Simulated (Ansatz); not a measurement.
This script drives Ansatz 0.2.0 through its Python package.

`alh6nosi.py`:
```python
import logging
import sys

import ansatz
import numpy as np

logging.basicConfig(stream=sys.stdout, format='%(levelname)s:%(name)s:%(message)s')
log = logging.getLogger('run')
log.setLevel(logging.INFO)

BASIS = 'cc-pVDZ'
FUNCTIONAL = 'b3lyp'

molecule = (
    ansatz.Crystal.molecule()
    .atom('N', (-0.5837, 2.1439, 0.3283))
    .atom('Al', (-1.0784, 0.3543, 0.6286))
    .atom('O', (-0.9531, -0.8661, -0.7449))
    .atom('Si', (0.773, -1.4278, -0.657))
    .atom('H', (0.1863, 2.4024, 0.9115))
    .atom('H', (-0.2982, 2.2686, -0.6723))
    .atom('H', (-1.5125, -0.1144, 2.0855))
    .atom('H', (0.9478, -2.4103, -1.7274))
    .atom('H', (1.6483, -0.3111, -0.8143))
    .atom('H', (0.9537, -2.0907, 0.665))
)

symbols = [site.symbol for site in molecule.cartesian_sites]
start = np.array([site.position_ang for site in molecule.cartesian_sites])
axis = (start[4] - start[0]) / np.linalg.norm(start[4] - start[0])
moving = [4]
lengths, energies = [0.88, 0.92, 0.96, 1.0, 1.04, 1.08, 1.12, 1.18], []
for length in lengths:
    xyz = start.copy()
    xyz[moving] += (length - np.linalg.norm(start[4] - start[0])) * axis
    point = ansatz.Crystal.molecule()
    for symbol, place in zip(symbols, xyz):
        point = point.atom(symbol, place.tolist())
    calculation = point.calculation()
    calculation = calculation.basis(gaussian=BASIS)
    calculation = calculation.functional(FUNCTIONAL)
    rep = calculation.run(threads=1).report
    energies.append(rep['free_energy_ev'])
    log.info(f'r = {length:6.3f} A  E = {energies[-1]:.5f} eV  <S^2> = {abs(rep["mean_field"]["state"]["spin_squared"]):.3f}')

fit = np.polynomial.Polynomial.fit(lengths, np.array(energies) - min(energies), 4).convert()
roots = [r.real for r in fit.deriv().roots() if abs(r.imag) < 1e-9 and fit.deriv(2)(r.real) > 0]
r_e = min(roots, key=lambda r: abs(r - lengths[int(np.argmin(energies))]))
log.info(f'minimum of the fit at {r_e:.4f} A, force constant {fit.deriv(2)(r_e):.2f} eV/A^2')
```

It is started by `python alh6nosi.py`. How long does it take on 1 thread of Arm Neoverse V2, with other jobs on the host, and how much memory does it need?

It took about 22 s, with a peak of 0.25 GiB, for 8 runs of the engine.

```console
$ python alh6nosi.py
INFO:run:r =  0.880 A  E = -18111.92157 eV  <S^2> = 0.000
INFO:run:r =  0.920 A  E = -18112.24298 eV  <S^2> = 0.000
INFO:run:r =  0.960 A  E = -18112.43260 eV  <S^2> = 0.000
INFO:run:r =  1.000 A  E = -18112.51932 eV  <S^2> = 0.000
INFO:run:r =  1.040 A  E = -18112.52599 eV  <S^2> = 0.000
INFO:run:r =  1.080 A  E = -18112.47077 eV  <S^2> = 0.000
INFO:run:r =  1.120 A  E = -18112.36805 eV  <S^2> = 0.000
INFO:run:r =  1.180 A  E = -18112.14927 eV  <S^2> = 0.000
INFO:run:minimum of the fit at 1.0232 A, force constant 42.92 eV/A^2
```

Caveats:
- The settings weren't tested for convergence.
- The rest of the molecule is held rigid at a force-field or estimated start geometry, and the basis set is modest; single-reference methods fail as a bond breaks.
- b3lyp holds the VWN-RPA fit, as in Gaussian; the form of ORCA and Turbomole is b3lyp5.
- The orbitals are restricted, so S² is zero by construction.
